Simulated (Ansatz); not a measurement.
# C₂H₆F₂Si: a ladder of functionals and wavefunction methods

Aim: compute C₂H₆F₂Si with functionals from several rungs and with coupled cluster. The yardstick is the atomisation energy at the CCSD(T) limit.

Computed with Ansatz 0.2.0, Gaussian basis. Level: functionals in def2-TZVPP, the program's frozen cores in correlated methods.

Plan: PBE-D4, r2SCAN-D4, PBE0-D4, B3LYP-D4, ωB97X-V, ωB97M-V, B2PLYP; CCSD(T)/def2-TZVPP; MP2/def2-QZVPP; extrapolation to the limit.

**1. The geometry**

An earlier PBE0-D4 in a triple-zeta def2 set relaxation fixed the geometry.

SMILES `FC[SiH2]CF`, 11 atoms, charge 0, spin multiplicity 1.

Atoms are counted from 1 here; the program's logs count them from 0.

Bond lengths: F1–C2 1.393 Å, C2–Si3 1.892 Å, C2–H6 1.095 Å, C2–H7 1.095 Å, Si3–C4 1.892 Å, Si3–H8 1.487 Å, Si3–H9 1.487 Å, C4–F5 1.393 Å, C4–H10 1.095 Å, C4–H11 1.095 Å. Angles: F1–C2–Si3 109.6°, F1–C2–H6 108.2°, F1–C2–H7 108.1°, Si3–C2–H6 112.0°, Si3–C2–H7 110.9°, H6–C2–H7 107.9°, C2–Si3–C4 109.1°, C2–Si3–H8 108.5°, C2–Si3–H9 110.2°, C4–Si3–H8 110.2°, C4–Si3–H9 108.5°, H8–Si3–H9 110.2°, Si3–C4–F5 109.6°, Si3–C4–H10 112.0°, Si3–C4–H11 110.9°, F5–C4–H10 108.2°, F5–C4–H11 108.1°, H10–C4–H11 107.9°.

**2. PBE-D4 (GGA)**

File in.yaml:

```yaml
crystal:
  periodic: [false, false, false]
  atoms:
    - {symbol: F, position_ang: [-1.377998, 0.434588, 1.670937]}
    - {symbol: C, position_ang: [-0.040088, 0.711004, 1.397658]}
    - {symbol: Si, position_ang: [0.610956, -0.517265, 0.114453]}
    - {symbol: C, position_ang: [-0.396349, -0.341924, -1.477305]}
    - {symbol: F, position_ang: [-0.260437, 0.952243, -1.975039]}
    - {symbol: H, position_ang: [0.519627, 0.657121, 2.337001]}
    - {symbol: H, position_ang: [0.026143, 1.738277, 1.024443]}
    - {symbol: H, position_ang: [2.043091, -0.213694, -0.146870]}
    - {symbol: H, position_ang: [0.465551, -1.909949, 0.615204]}
    - {symbol: H, position_ang: [-0.065621, -1.042831, -2.250543]}
    - {symbol: H, position_ang: [-1.459477, -0.524671, -1.289339]}
basis:
  gaussian: {orbitals: def2-TZVPP}
hamiltonian: {xc: pbe, dispersion: d4}
output: {forces: true, orbitals: {seedname: orbitals}}
```

Started as:

```console
$ ansatz run in.yaml --threads 4 --pin off --events-out ev --progress --plain --max-ram 10444MiB
```

The runs that follow: r2SCAN-D4 (meta-GGA); PBE0-D4 (hybrid); B3LYP-D4 (hybrid); ωB97X-V (range-separated); ωB97M-V (range-separated); B2PLYP (double hybrid); CCSD(T) in def2-TZVPP; MP2 in def2-QZVPP.

Q: Predict the results of all the runs planned. Wanted: atomisation energy, CCSD(T)/CBS; farthest; mean size of error, hybrid; mean size of error, range-separated; gap, smallest and largest; T1 diagnostic; triples share of the correlation energy.

As calculated:

| quantity | value |
| --- | --- |
| atomisation energy, CCSD(T)/CBS | 3898.9 kJ/mol |
| functionals within 19.5 kJ/mol (0.5 %) | r2SCAN-D4, PBE0-D4, B3LYP-D4, ωB97X-V, ωB97M-V |
| farthest | PBE-D4 (+68.2 kJ/mol) |
| mean size of error, hybrid | 5.0 kJ/mol |
| mean size of error, range-separated | 13.8 kJ/mol |
| gap, smallest and largest | 6.75 eV (PBE-D4), 13.43 eV (ωB97X-V) |
| T1 diagnostic | 0.0114 |
| triples share of the correlation energy | 3.2 % |

PBE-D4 misses by +68.2 kJ/mol. Double hybrids carry the basis error of their MP2 part in triple zeta, and no dispersion term here, so their miss is partly the set-up's. Misses under about 19.5 kJ/mol are within the doubt on the reference itself, which lacks core-valence correlation, relativity and higher excitations. Hartree-Fock recovers 73 % of the binding; the rest is correlation. The gap grows from 6.7 to 13.4 eV across the functionals, mostly with the share of exact exchange.
